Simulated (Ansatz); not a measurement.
# C₄H₁₂F₂N₂Si: up Jacob's ladder to CCSD(T)

One table from this session's results is given with a row withheld; the runs are named, their logs left out.

The runs use Ansatz 0.2.0, Gaussian basis; functionals in def2-TZVPP, the program's frozen cores in correlated methods.

Plan: LDA (SPW92), PBE-D4, revPBE-D4, BLYP-D4, r2SCAN-D4, B97M-V, PBE0-D4, B3LYP-D4, r2SCANh-D4, r2SCAN0-D4, HSE06-D4, BHLYP-D4, CAM-B3LYP-D4, LC-ωPBE, ωB97X-V, ωB97M-V, B2PLYP, PBE-QIDH; CCSD(T)/def2-SVP; CCSD(T)/def2-TZVPP; MP2/def2-QZVPP; extrapolation to the limit; RPA on PBE.

### The geometry

The geometry comes from an earlier relaxation with PBE0-D4 in a triple-zeta def2 set; it is a stationary point, not always the lowest conformer.

21 atoms, charge 0, spin multiplicity 1.

Atoms are counted from 1 here; the program's logs count them from 0.

Bond lengths: C1–N2 1.445 Å, C1–H10 1.098 Å, C1–H11 1.098 Å, C1–H12 1.091 Å, N2–C3 1.445 Å, N2–Si4 1.689 Å, C3–H13 1.098 Å, C3–H14 1.089 Å, C3–H15 1.097 Å, Si4–F5 1.594 Å, Si4–F6 1.594 Å, Si4–N7 1.689 Å, N7–C8 1.445 Å, N7–C9 1.445 Å, C8–H16 1.097 Å, C8–H17 1.089 Å, C8–H18 1.098 Å, C9–H19 1.098 Å and more. Angles: N2–C1–H10 111.7°, N2–C1–H11 110.8°, N2–C1–H12 110.5°, H10–C1–H11 107.7°, H10–C1–H12 108.1°, H11–C1–H12 108.0°, C1–N2–C3 113.5°, C1–N2–Si4 121.5°, C3–N2–Si4 124.1°, N2–C3–H13 111.6°, N2–C3–H14 110.7°, N2–C3–H15 110.5°, H13–C3–H14 108.3°, H13–C3–H15 107.6°, H14–C3–H15 108.1°, N2–Si4–F5 115.3°, N2–Si4–F6 105.7°, N2–Si4–N7 111.3° and more.

The first run:

Contents of in.yaml:

```yaml
crystal:
  periodic: [false, false, false]
  atoms:
    - {symbol: C, position_ang: [-1.692268, -1.098136, 0.288769]}
    - {symbol: N, position_ang: [-1.249627, 0.242062, 0.597938]}
    - {symbol: C, position_ang: [-2.328368, 1.141591, 0.938977]}
    - {symbol: Si, position_ang: [0.386343, 0.604350, 0.807746]}
    - {symbol: F, position_ang: [1.021761, 0.117706, 2.186728]}
    - {symbol: F, position_ang: [0.467306, 2.194070, 0.899406]}
    - {symbol: N, position_ang: [1.330294, -0.099005, -0.403023]}
    - {symbol: C, position_ang: [2.675668, -0.586745, -0.199866]}
    - {symbol: C, position_ang: [0.943811, -0.035762, -1.793812]}
    - {symbol: H, position_ang: [-2.208099, -1.561435, 1.140140]}
    - {symbol: H, position_ang: [-2.388799, -1.092188, -0.559404]}
    - {symbol: H, position_ang: [-0.843081, -1.730002, 0.023283]}
    - {symbol: H, position_ang: [-2.877459, 0.796534, 1.825092]}
    - {symbol: H, position_ang: [-1.945608, 2.141032, 1.141939]}
    - {symbol: H, position_ang: [-3.045259, 1.213497, 0.111386]}
    - {symbol: H, position_ang: [2.786864, -1.594356, -0.619804]}
    - {symbol: H, position_ang: [2.910114, -0.636070, 0.862770]}
    - {symbol: H, position_ang: [3.417814, 0.059796, -0.686674]}
    - {symbol: H, position_ang: [1.002198, -1.027850, -2.259559]}
    - {symbol: H, position_ang: [-0.082655, 0.321985, -1.889905]}
    - {symbol: H, position_ang: [1.594349, 0.639324, -2.365328]}
basis:
  gaussian: {orbitals: def2-TZVPP}
hamiltonian: {xc: lda}
output: {orbitals: {seedname: orbitals}}
```

The run is started by

```sh
$ ansatz run in.yaml --threads 5 --pin off --events-out ev --progress --plain --max-ram 66560MiB --backend cuda --devices 0, --max-vram 37GiB
```

Among the steps run: LDA; PBE-D4 (GGA); revPBE-D4 (GGA); BLYP-D4 (GGA); r2SCAN-D4 (meta-GGA); B97M-V (meta-GGA); PBE0-D4 (hybrid); B3LYP-D4 (hybrid); r2SCANh-D4 (hybrid); r2SCAN0-D4 (hybrid); HSE06-D4 (hybrid); BHLYP-D4 (hybrid); CAM-B3LYP-D4 (range-separated); LC-ωPBE (range-separated); ωB97X-V (range-separated); ωB97M-V (range-separated); B2PLYP (double hybrid); PBE-QIDH (double hybrid).

One of the session's tables, all rows but one given; the rest of the session is left out.

It belongs to the step «Frontier levels by functional». 

| functional | HOMO (eV) | LUMO (eV) | gap (eV) |
| --- | --- | --- | --- |
| LDA (SPW92) | -5.58 | -0.16 | 5.42 |
| PBE-D4 | -5.45 | 0.07 | 5.52 |
| revPBE-D4 | -5.39 | 0.19 | 5.59 |
| BLYP-D4 | -5.34 | 0.08 | 5.42 |
| r2SCAN-D4 | -5.69 | 0.72 | 6.42 |
| B97M-V | -5.86 | 0.18 | 6.03 |
| PBE0-D4 | -6.81 | 0.87 | 7.68 |
| B3LYP-D4 | -6.59 | 0.55 | 7.14 |
| r2SCANh-D4 | -6.21 | 0.97 | 7.17 |
| r2SCAN0-D4 | -6.99 | 1.31 | 8.29 |
| HSE06-D4 | -6.41 | 0.50 | 6.91 |
| BHLYP-D4 | ? | ? | ? |
| CAM-B3LYP-D4 | -8.21 | 1.63 | 9.84 |
| LC-ωPBE | -9.55 | 2.95 | 12.50 |
| ωB97X-V | -9.22 | 2.70 | 11.92 |
| ωB97M-V | -9.14 | 2.28 | 11.42 |

**Question.** Estimate the row for BHLYP-D4.

Worked estimate for «HOMO (eV)». Against the share of exact exchange, BLYP-D4 (0, -5.34), B3LYP-D4 (0.2, -6.59) give a slope of -6.25 per unit share; at 0.5 the line stands at -8.46.

As computed: HOMO (eV): -8.11; LUMO (eV): 1.47; gap (eV): 9.58. In «HOMO (eV)» the line misses by -0.35.
